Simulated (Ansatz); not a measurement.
# C₂H₄FIn: how energies converge with the basis set

Aim: see how fast density functionals converge with the basis set for C₂H₄FIn.

Computed with Ansatz 0.2.0, Gaussian basis. Level: one geometry, several basis sets.

Plan: PBE0-D4/def2-SVP; ωB97M-V/def2-SVP; PBE0-D4/def2-QZVPP; ωB97M-V/def2-QZVPP; the functionals' def2-TZVPP values are taken from earlier runs.

## (1) The geometry

An earlier PBE0-D4 in a triple-zeta def2 set relaxation fixed the geometry. In takes the def2 core potential; no spin-orbit term is included.

SMILES `C=[C](F)[InH2]`, 8 atoms, charge 0, spin multiplicity 1.

Atoms are counted from 1 here; the program's logs count them from 0.

Bond lengths: C1–C2 1.327 Å, C1–H5 1.086 Å, C1–H6 1.082 Å, C2–F3 1.356 Å, C2–In4 2.154 Å, In4–H7 1.721 Å, In4–H8 1.716 Å. Angles: C2–C1–H5 122.0°, C2–C1–H6 119.6°, H5–C1–H6 118.4°, C1–C2–F3 117.9°, C1–C2–In4 124.7°, F3–C2–In4 117.4°, C2–In4–H7 115.2°, C2–In4–H8 119.9°, H7–In4–H8 124.9°.

## (2) PBE0-D4 in def2-SVP

File in.yaml:

```yaml
crystal:
  periodic: [false, false, false]
  atoms:
    - {symbol: C, position_ang: [1.088302, 0.907868, 0.495084]}
    - {symbol: C, position_ang: [-0.144298, 0.665826, 0.066107]}
    - {symbol: F, position_ang: [-1.000520, 1.713248, -0.025514]}
    - {symbol: In, position_ang: [-0.889393, -1.275417, -0.494696]}
    - {symbol: H, position_ang: [1.416642, 1.906738, 0.767609]}
    - {symbol: H, position_ang: [1.794857, 0.092288, 0.578757]}
    - {symbol: H, position_ang: [0.246535, -2.561331, -0.362506]}
    - {symbol: H, position_ang: [-2.512135, -1.449230, -1.024840]}
basis:
  gaussian: {orbitals: def2-SVP}
hamiltonian: {xc: pbe0, dispersion: d4}
output: {orbitals: {seedname: orbitals}}
```

The run is started by

```sh
$ ansatz run in.yaml --threads 2 --pin off --events-out ev --progress --plain --max-ram 4352MiB
```

After this run come: ωB97M-V in def2-SVP; PBE0-D4 in def2-QZVPP; ωB97M-V in def2-QZVPP.

Before running them: what should the planned runs give, taken together? Wanted: PBE0-D4: double and triple zeta above quadruple; ωB97M-V: double and triple zeta above quadruple.

The runs gave:

```
                                       quantity          value
PBE0-D4: double and triple zeta above quadruple  6.27, 0.31 eV
ωB97M-V: double and triple zeta above quadruple  6.48, 0.30 eV
```

PBE0-D4 gains 5.97 eV from double to triple zeta, then 0.31 eV more. Total energies overstate the basis error of differences, where much of it tends to cancel.
